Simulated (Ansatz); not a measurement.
# FGeH3O2: the cost of one run

Program: Ansatz 0.2.0. Level of theory: RKS PBE/def2-SVP. These are calculated values, not measurements.

### 1 The structure to begin with

Bond lengths: Ge1–H2 1.750 Å, Ge1–F3 1.880 Å, Ge1–O4 1.769 Å, O4–H5 1.010 Å, Ge1–O6 1.769 Å, O6–H7 1.010 Å. Angles: H2–Ge1–F3 41.0°, H2–Ge1–O4 122.5°, H2–Ge1–O6 122.5°, F3–Ge1–O4 122.9°, F3–Ge1–O6 122.9°, O4–Ge1–O6 109.5°, Ge1–O4–H5 109.5°, Ge1–O6–H7 109.5°.

Structure file:

```xyz
7

Ge    0.0000    0.0000    0.0000
H     0.9646    0.0000    1.4601
F     1.8114    0.0000    0.5034
O    -0.8337    1.4443   -0.5894
H    -1.7915    1.2136   -0.8118
O    -0.8337   -1.4443   -0.5894
H    -1.2883   -1.9100    0.1830
```

### 2 A restrained relaxation towards end A

Springs on the bonds that form and break draw the guess towards this end; the thresholds are loose.

input.yaml

```yaml
crystal:
  periodic: [false, false, false]
  atoms:
    - { symbol: Ge, position_ang: [0.0, 0.0, 0.0] }
    - { symbol: H, position_ang: [0.9646, 0.0, 1.4601] }
    - { symbol: F, position_ang: [1.8114, 0.0, 0.5034] }
    - { symbol: O, position_ang: [-0.8337, 1.4443, -0.5894] }
    - { symbol: H, position_ang: [-1.7915, 1.2136, -0.8118] }
    - { symbol: O, position_ang: [-0.8337, -1.4443, -0.5894] }
    - { symbol: H, position_ang: [-1.2883, -1.91, 0.183] }
basis:
  gaussian: { orbitals: def2-SVP }
hamiltonian:
  xc: pbe
relax:
  f_tol: 0.15
  max_steps: 25
  restrain:
    - { distance: [1, 2], at: 2.12, k: 30.0 }
    - { distance: [0, 1], at: 1.55, k: 30.0 }
    - { distance: [0, 2], at: 1.68, k: 30.0 }
```

Launch:

```sh
$ ansatz run input.yaml --threads 2 --pin off --max-ram 3072MiB --backend cpu --events-out ev --progress --plain --runs-dir out
```

What time and memory should one allow on 2 threads of Arm Neoverse V1, shared host?

About 23 s, with a peak of 0.12 GiB.
